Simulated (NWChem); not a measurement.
**One shape, several levels: SiNH2Cl2F (SMILES N[Si](F)(Cl)Cl)**

Aim: a comparison of 5 runs (HF/STO-3G, HF/3-21G, B3LYP/6-31G*, TPSS/def2-TZVP) of SiNH2Cl2F. 

The calculation is run with NWChem 7.3.0.

### Step 1. The system as given

SiNH2Cl2F: 7 atoms, total charge 0, spin state singlet. As SMILES, `N[Si](F)(Cl)Cl`. Geometry: relaxed at PBE0-D4/def2-TZVP. This is one conformer, not always the lowest.

Bond lengths: N1–Si2 1.676 Å, Si2–F3 1.585 Å, Si2–Cl4 2.027 Å, Si2–Cl5 2.027 Å, N1–H6 1.005 Å, N1–H7 1.005 Å. Angles: N1–Si2–F3 114.8°, N1–Si2–Cl4 109.3°, N1–Si2–Cl5 109.3°, F3–Si2–Cl4 105.7°, F3–Si2–Cl5 105.7°, Cl4–Si2–Cl5 112.1°, Si2–N1–H6 122.5°, Si2–N1–H7 122.4°, H6–N1–H7 113.7°.

### Step 2. Energy and gradient at HF/STO-3G (run 1)

run.py reads:

```python
from ase import Atoms
from ase.calculators.nwchem import NWChem

mol = Atoms(['N', 'Si', 'F', 'Cl', 'Cl', 'H', 'H'], positions=[
    [-1.059000, 0.085800, 0.191700],
    [0.586500, -0.079400, -0.080300],
    [1.378000, -0.829500, 1.069700],
    [0.882000, -1.181400, -1.756200],
    [1.429700, 1.759200, -0.216600],
    [-1.715300, -0.648800, -0.008700],
    [-1.440600, 0.826200, 0.754600],
])

calc = NWChem(
    label='run',
    theory='scf',
    memory='2200 mb',
    basis='STO-3G',
    basispar='spherical bse',
    scf={'nopen': '0', 'rhf': None, 'thresh': '1e-08', 'maxiter': '80'},
)
mol.calc = calc

forces = mol.get_forces()
print("Total energy (eV):", round(mol.get_potential_energy(), 6))
print("forces (eV/A):")
for s, f in zip(mol.symbols, forces):
    print(f"{s:2s} {f[0]:10.5f} {f[1]:10.5f} {f[2]:10.5f}")
print("dipole (e A):", mol.get_dipole_moment().round(4))
```

Run with:

```
$ export ASE_NWCHEM_COMMAND="nwchem PREFIX.nwi > PREFIX.nwo"
$ python run.py
```

Standard output:

```text
Total energy (eV): -36677.131378
forces (eV/A):
N     0.46779   -0.05533   -0.05188
Si   -0.68978   -0.41189    1.02885
F     0.05703   -0.18209    0.32746
Cl    0.15077   -0.68772   -1.21557
Cl    0.52075    1.29398   -0.17874
H    -0.29753   -0.21196   -0.07549
H    -0.20903    0.25500    0.16532
dipole (e A): [-0.5507 -0.1157  0.4184]
```

The calculator wrote run.nwi:

```
title "run"

permanent_dir run

scratch_dir run

start run

geometry units angstrom nocenter noautosym noautoz
  N  -1.0589999999999999e+00 8.5800000000000001e-02 1.9170000000000001e-01
  Si 5.8650000000000002e-01 -7.9399999999999998e-02 -8.0299999999999996e-02
  F  1.3779999999999999e+00 -8.2950000000000002e-01 1.0697000000000001e+00
  Cl 8.8200000000000001e-01 -1.1814000000000000e+00 -1.7562000000000000e+00
  Cl 1.4297000000000000e+00 1.7592000000000001e+00 -2.1659999999999999e-01
  H  -1.7153000000000000e+00 -6.4880000000000004e-01 -8.6999999999999994e-03
  H  -1.4406000000000001e+00 8.2620000000000005e-01 7.5460000000000005e-01
end

memory 2200 mb

basis spherical bse noprint
   * library STO-3G
end

scf
  nopen 0
  rhf
  thresh 1e-08
  maxiter 80
end

task scf gradient
```

run.nwo:

```text
Northwest Computational Chemistry Package (NWChem) 7.3.0
             --------------------------------------------------------

           Job information
           ---------------

    nwchem branch   = 7.3.0
    use scalapack   = T
    input           = run.nwi
    prefix          = run.
    data base       = run/run.db
    status          = startup
    nproc           =        1

           Memory information
           ------------------

    heap     =     72089596 doubles =      550.0 Mbytes
    stack    =     72089601 doubles =      550.0 Mbytes
    global   =    144179200 doubles =     1100.0 Mbytes (distinct from heap & stack)
    total    =    288358397 doubles =     2200.0 Mbytes
    verify   = yes
    hardfail = no

[... 140 lines left out ...]
 Convergence threshold     :          1.000E-08
[... 12 lines left out ...]
       Final RHF  results
[... 3 lines left out ...]
      One-electron energy =  -2627.352690557358
[... 1 line left out ...]
 Nuclear repulsion energy =    379.509888915102
[... 47 lines left out ...]
                       ROHF Final Molecular Orbital Analysis
[... 222 lines left out ...]
                 ----------------------------------------
                 |  Time  |  1-e(secs)   |  2-e(secs)   |
                 ----------------------------------------
                 |  CPU   |       0.00   |       1.33   |
                 ----------------------------------------
                 |  WALL  |       0.00   |       1.33   |
                 ----------------------------------------

 Task  times  cpu:        4.8s     wall:        4.8s
 Total times  cpu:        4.8s     wall:        4.8s
```

Wall time 6.6 s (1 thread of AMD EPYC 7R43 (Zen 3), shared host); peak memory 0.096 GiB.

### Step 3. Energy and gradient at HF/3-21G (run 2)

run.py reads:

```python
from ase import Atoms
from ase.calculators.nwchem import NWChem

system = Atoms('NSiFClClHH', positions=[
    [-1.059000, 0.085800, 0.191700],
    [0.586500, -0.079400, -0.080300],
    [1.378000, -0.829500, 1.069700],
    [0.882000, -1.181400, -1.756200],
    [1.429700, 1.759200, -0.216600],
    [-1.715300, -0.648800, -0.008700],
    [-1.440600, 0.826200, 0.754600],
])

calc = NWChem(
    label='geom',
    theory='scf',
    memory='2200 mb',
    basis='3-21G',
    basispar='spherical bse',
    scf={'nopen': '0', 'rhf': None, 'thresh': '1e-08', 'maxiter': '80'},
)
system.calc = calc

forces = system.get_forces()
print(f"energy = {system.get_potential_energy():.6f} eV")
print("forces (eV/A):")
for s, f in zip(system.symbols, forces):
    print(f"{s:2s} {f[0]:10.5f} {f[1]:10.5f} {f[2]:10.5f}")
print("dipole (e A):", system.get_dipole_moment().round(4))
```

Run with:

```
$ export ASE_NWCHEM_COMMAND="nwchem PREFIX.nwi > PREFIX.nwo"
$ python run.py
```

Standard output:

```text
energy = -36909.304672 eV
forces (eV/A):
N    -0.85165   -0.11215    0.53026
Si   -1.09411   -0.10428    0.58297
F     0.66838   -0.72819    1.15263
Cl    0.30627   -1.14795   -1.81253
Cl    0.88765    1.97085   -0.18101
H     0.06747    0.20255   -0.06320
H     0.01594   -0.08084   -0.20913
dipole (e A): [-0.748  -0.0071  0.2813]
```

The calculator wrote geom.nwi:

```
title "geom"

permanent_dir geom

scratch_dir geom

start geom

geometry units angstrom nocenter noautosym noautoz
  N  -1.0589999999999999e+00 8.5800000000000001e-02 1.9170000000000001e-01
  Si 5.8650000000000002e-01 -7.9399999999999998e-02 -8.0299999999999996e-02
  F  1.3779999999999999e+00 -8.2950000000000002e-01 1.0697000000000001e+00
  Cl 8.8200000000000001e-01 -1.1814000000000000e+00 -1.7562000000000000e+00
  Cl 1.4297000000000000e+00 1.7592000000000001e+00 -2.1659999999999999e-01
  H  -1.7153000000000000e+00 -6.4880000000000004e-01 -8.6999999999999994e-03
  H  -1.4406000000000001e+00 8.2620000000000005e-01 7.5460000000000005e-01
end

memory 2200 mb

basis spherical bse noprint
   * library 3-21G
end

scf
  nopen 0
  rhf
  thresh 1e-08
  maxiter 80
end

task scf gradient
```

geom.nwo:

```text
Northwest Computational Chemistry Package (NWChem) 7.3.0
             --------------------------------------------------------

           Job information
           ---------------

    nwchem branch   = 7.3.0
    use scalapack   = T
    input           = geom.nwi
    prefix          = geom.
    data base       = geom/geom.db
    status          = startup
    nproc           =        1

           Memory information
           ------------------

    heap     =     72089596 doubles =      550.0 Mbytes
    stack    =     72089601 doubles =      550.0 Mbytes
    global   =    144179200 doubles =     1100.0 Mbytes (distinct from heap & stack)
    total    =    288358397 doubles =     2200.0 Mbytes
    verify   = yes
    hardfail = no

[... 140 lines left out ...]
 Convergence threshold     :          1.000E-08
[... 12 lines left out ...]
       Final RHF  results
[... 3 lines left out ...]
      One-electron energy =  -2633.638556000511
[... 1 line left out ...]
 Nuclear repulsion energy =    379.509888915102
[... 51 lines left out ...]
                       ROHF Final Molecular Orbital Analysis
[... 252 lines left out ...]
                 ----------------------------------------
                 |  Time  |  1-e(secs)   |  2-e(secs)   |
                 ----------------------------------------
                 |  CPU   |       0.00   |       1.50   |
                 ----------------------------------------
                 |  WALL  |       0.00   |       1.50   |
                 ----------------------------------------

 Task  times  cpu:        5.2s     wall:        5.2s
 Total times  cpu:        5.2s     wall:        5.2s
```

It took 6.9 s on 1 thread of AMD EPYC 7R43 (Zen 3), shared host; peak memory 0.098 GiB.

Runs 3 to 4 aren't shown in full; the table further down has their settings and results.

### Step 4. Energy and forces at TPSS/def2-TZVP (run 5)

run.py reads:

```python
from ase import Atoms
from ase.calculators.nwchem import NWChem

system = Atoms(['N', 'Si', 'F', 'Cl', 'Cl', 'H', 'H'], positions=[
    [-1.059000, 0.085800, 0.191700],
    [0.586500, -0.079400, -0.080300],
    [1.378000, -0.829500, 1.069700],
    [0.882000, -1.181400, -1.756200],
    [1.429700, 1.759200, -0.216600],
    [-1.715300, -0.648800, -0.008700],
    [-1.440600, 0.826200, 0.754600],
])

calc = NWChem(
    label='cl2fh2nsi',
    theory='dft',
    memory='2200 mb',
    basis='def2-TZVP',
    basispar='spherical bse',
    dft={'xc': 'xtpss03 ctpss03', 'mult': '1', 'grid': 'fine', 'convergence': 'energy 1e-08', 'iterations': '100', 'mulliken': None},
)
system.calc = calc

forces = system.get_forces()
e = system.get_potential_energy()
print(f"E = {e:.6f} eV")
print("forces (eV/A):")
for s, f in zip(system.symbols, forces):
    print(f"{s:2s} {f[0]:10.5f} {f[1]:10.5f} {f[2]:10.5f}")
print("dipole (e A):", system.get_dipole_moment().round(4))
```

Run with:

```
$ export ASE_NWCHEM_COMMAND="nwchem PREFIX.nwi > PREFIX.nwo"
$ python run.py
```

Standard output:

```text
E = -37173.038753 eV
forces (eV/A):
N    -0.04746    0.03924   -0.05286
Si   -0.05081    0.10747   -0.18697
F     0.27958   -0.25618    0.38849
Cl    0.03409   -0.17334   -0.24503
Cl    0.11863    0.27891   -0.00956
H    -0.20142   -0.17699   -0.03975
H    -0.13262    0.18085    0.14563
dipole (e A): [-0.5238  0.0425  0.1065]
```

The calculator wrote cl2fh2nsi.nwi:

```
title "cl2fh2nsi"

permanent_dir cl2fh2nsi

scratch_dir cl2fh2nsi

start cl2fh2nsi

geometry units angstrom nocenter noautosym noautoz
  N  -1.0589999999999999e+00 8.5800000000000001e-02 1.9170000000000001e-01
  Si 5.8650000000000002e-01 -7.9399999999999998e-02 -8.0299999999999996e-02
  F  1.3779999999999999e+00 -8.2950000000000002e-01 1.0697000000000001e+00
  Cl 8.8200000000000001e-01 -1.1814000000000000e+00 -1.7562000000000000e+00
  Cl 1.4297000000000000e+00 1.7592000000000001e+00 -2.1659999999999999e-01
  H  -1.7153000000000000e+00 -6.4880000000000004e-01 -8.6999999999999994e-03
  H  -1.4406000000000001e+00 8.2620000000000005e-01 7.5460000000000005e-01
end

memory 2200 mb

basis spherical bse noprint
   * library def2-TZVP
end

dft
  xc xtpss03 ctpss03
  mult 1
  grid fine
  convergence energy 1e-08
  iterations 100
  mulliken
end

task dft gradient
```

cl2fh2nsi.nwo:

```text
Northwest Computational Chemistry Package (NWChem) 7.3.0
             --------------------------------------------------------

           Job information
           ---------------

    nwchem branch   = 7.3.0
    use scalapack   = T
    input           = cl2fh2nsi.nwi
    prefix          = cl2fh2nsi.
    data base       = cl2fh2nsi/cl2fh2nsi.db
    status          = startup
    nproc           =        1

           Memory information
           ------------------

    heap     =     72089598 doubles =      550.0 Mbytes
    stack    =     72089595 doubles =      550.0 Mbytes
    global   =    144179200 doubles =     1100.0 Mbytes (distinct from heap & stack)
    total    =    288358393 doubles =     2200.0 Mbytes
    verify   = yes
    hardfail = no

[... 111 lines left out ...]
  convergence criterion.
[... 38 lines left out ...]
          Spatial weights used:  Erf1
[... 77 lines left out ...]
         Total DFT energy =    -1366.083988513653
[... 3 lines left out ...]
 Nuclear repulsion energy =      379.509888915102
[... 1389 lines left out ...]
          Convergence on gradient requested:  5.00D-04
[... 25 lines left out ...]
          total energy or number of iterations.
[... 38 lines left out ...]
                 ----------------------------------------
                 |  Time  |  1-e(secs)   |  2-e(secs)   |
                 ----------------------------------------
                 |  CPU   |       0.04   |      71.71   |
                 ----------------------------------------
                 |  WALL  |       0.04   |      71.71   |
                 ----------------------------------------

 Task  times  cpu:      223.1s     wall:      223.1s
 Total times  cpu:      223.2s     wall:      223.2s
```

It took 3.8 min on 1 thread of AMD EPYC 7R43 (Zen 3), shared host; peak memory 0.15 GiB.

### Step 5. The series

| run | level | iteration cap | module | energy (Eh) | dipole moment (D) | HOMO energy (eV) | LUMO energy (eV) | wall time |
| --- | --- | --- | --- | --- | --- | --- | --- | --- |
| 1 | HF/STO-3G | 80 | scf | -1347.859728 | 3.37 | -10.21 | 8.05 | 6.6 s |
| 2 | HF/3-21G | 80 | scf | -1356.391940 | 3.84 | -12.56 | 4.25 | 6.9 s |
| 3 | B3LYP/6-31G* (spherical functions) | 100 | dft | -1365.866882 | 2.98 | -8.05 | 0.53 | 61 s |
| 4 | B3LYP/6-31G* (Cartesian functions) | 100 | dft | -1365.877563 | 2.98 | – | – | 45 s |
| 5 | TPSS/def2-TZVP | 100 | dft | -1366.083989 | 2.58 | -7.03 | -0.21 | 3.8 min |

### Step 6. Results

| quantity | value |
| --- | --- |
| run 5: total energy | -1366.08399 Eh |
| run 5: dipole moment | 2.58 D |
| run 5: HOMO energy | -7.03 eV |
| run 5: LUMO energy | -0.21 eV |
| run 5: HOMO–LUMO gap | 6.82 eV |
| run 5: largest force on an atom | 0.543 eV/Å |

The dipole moment (its size) runs from 2.58 D (TPSS/def2-TZVP) to 3.84 D (HF/3-21G). The two ends differ in method and basis. Over runs 1, 2, 3, 5 the HOMO–LUMO gap runs from 6.82 eV (TPSS/def2-TZVP) to 18.26 eV (HF/STO-3G). Totals of different functionals can't be ranked against each other. In run 1 the basis is minimal, so the values are rough. All runs together took 5.7 min, the longest 3.8 min.
